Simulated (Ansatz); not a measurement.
# GePH5 + H2: a complex and its separated parts

Aim: how far the complex at one end of a reaction step lies below its separated, relaxed parts, level by level.

Method: PBE0-D4/def2-TZVP structures, single points in def2-TZVPP, no counterpoise correction; program: Ansatz 0.2.0, Gaussian basis.

Levels: SPW92, PBE-D4, BLYP-D4, r2SCAN-D4, B97M-V, PBE0-D4, B3LYP-D4, r2SCAN0-D4, BHLYP-D4, CAM-B3LYP-D4, wB97X-V, wB97M-V, B2PLYP, PBE-QIDH, RPA on PBE, Hartree-Fock, MP2, CCSD, CCSD(T).

Correlated methods freeze the cores. Filled d shells of the heavier atoms are correlated. B3LYP uses VWN-RPA correlation. B2PLYP carries no dispersion term here.

95 further runs of the same task are left out: 1 that didn't finish, 94 set aside as unsound or not needed.

## (1) Where the work starts

The complex: 9 atoms, charge 0, spin multiplicity 1.

Atoms are counted from 1 here; the program's logs count them from 0.

Bond lengths: Ge1–H3 1.537 Å, Ge1–H4 1.537 Å, Ge1–H5 1.538 Å, Ge1–P7 2.322 Å, H2–H6 0.747 Å, P7–H8 1.420 Å, P7–H9 1.420 Å. Angles: H3–Ge1–H4 109.1°, H3–Ge1–H5 109.3°, H3–Ge1–P7 108.2°, H4–Ge1–H5 109.2°, H4–Ge1–P7 108.1°, H5–Ge1–P7 112.9°, Ge1–P7–H8 93.8°, Ge1–P7–H9 93.8°, H8–P7–H9 93.2°.

Coordinates:

```xyz
9
GeH7P
Ge   -0.33672    0.96431   -0.14668
H    -1.87807   -2.39243   -0.29263
H    -0.87049    0.55942   -1.52964
H    -1.44266    0.75698    0.90005
H     0.06468    2.44888   -0.17272
H    -1.15800   -2.43788   -0.09917
P     1.43281   -0.44108    0.38537
H     1.86192    0.35697    1.47934
H     2.32663    0.18492   -0.52402
```

Its parts: GePH5 holds atoms 1, 3, 4, 5, 7, 8, 9; H2 holds atoms 2, 6. Each part counts its atoms afresh in its own runs.

## (2) Relaxing GePH5 alone

Input file relax-a/in.yaml:

```yaml
crystal:
  periodic: [false, false, false]
  atoms:
    - {symbol: Ge, position_ang: [-0.336719, 0.964313, -0.146684]}
    - {symbol: H, position_ang: [-0.870489, 0.559417, -1.529636]}
    - {symbol: H, position_ang: [-1.442661, 0.756981, 0.900048]}
    - {symbol: H, position_ang: [0.064684, 2.448878, -0.172722]}
    - {symbol: P, position_ang: [1.432807, -0.441079, 0.385374]}
    - {symbol: H, position_ang: [1.861922, 0.356971, 1.479343]}
    - {symbol: H, position_ang: [2.326627, 0.184923, -0.524019]}
basis:
  gaussian: {orbitals: def2-TZVP}
hamiltonian: {xc: pbe0, dispersion: d4}
relax: {f_tol: 0.005, max_steps: 200}
```

Run with:

```console
ansatz run in.yaml --threads 2 --pin off --events-out ev --progress --plain --max-ram 4352MiB
```

After this run come: Relaxing H2 alone; SPW92/def2-TZVPP; PBE-D4/def2-TZVPP; BLYP-D4/def2-TZVPP; r2SCAN-D4/def2-TZVPP; B97M-V/def2-TZVPP; PBE0-D4/def2-TZVPP; B3LYP-D4/def2-TZVPP; r2SCAN0-D4/def2-TZVPP; BHLYP-D4/def2-TZVPP; CAM-B3LYP-D4/def2-TZVPP; wB97X-V/def2-TZVPP; wB97M-V/def2-TZVPP; B2PLYP/def2-TZVPP; PBE-QIDH/def2-TZVPP; RPA on PBE/def2-TZVPP; CCSD(T)/def2-TZVPP; Vibrations of GePH5; Vibrations of H2.

What does the calculation give? Wanted: complex less parts, CCSD(T)/def2-TZVPP; with zero-point energy; largest T1 diagnostic.

As calculated:

```
                              quantity         value
complex less parts, CCSD(T)/def2-TZVPP  -1.99 kJ/mol
                with zero-point energy  +1.62 kJ/mol
                 largest T1 diagnostic         0.012
```

In words: At CCSD(T) the complex lies 1.99 kJ/mol below its parts. Among the functionals BLYP-D4 lands nearest to CCSD(T) (+0.12 kJ/mol) and SPW92 farthest (-3.69 kJ/mol). Mean unsigned error by rung: LDA 3.69, GGA 0.89, meta-GGA 0.47, hybrid 0.64, range-separated hybrid 0.67, double hybrid 1.09 kJ/mol. PBE-D4 gives a relative energy 1.65 kJ/mol too low, an error of 83 % of the reference. No counterpoise was applied, and triple zeta lacks some correlation, so the CCSD(T) reference has a basis error of its own, and close matches with it are partly luck.
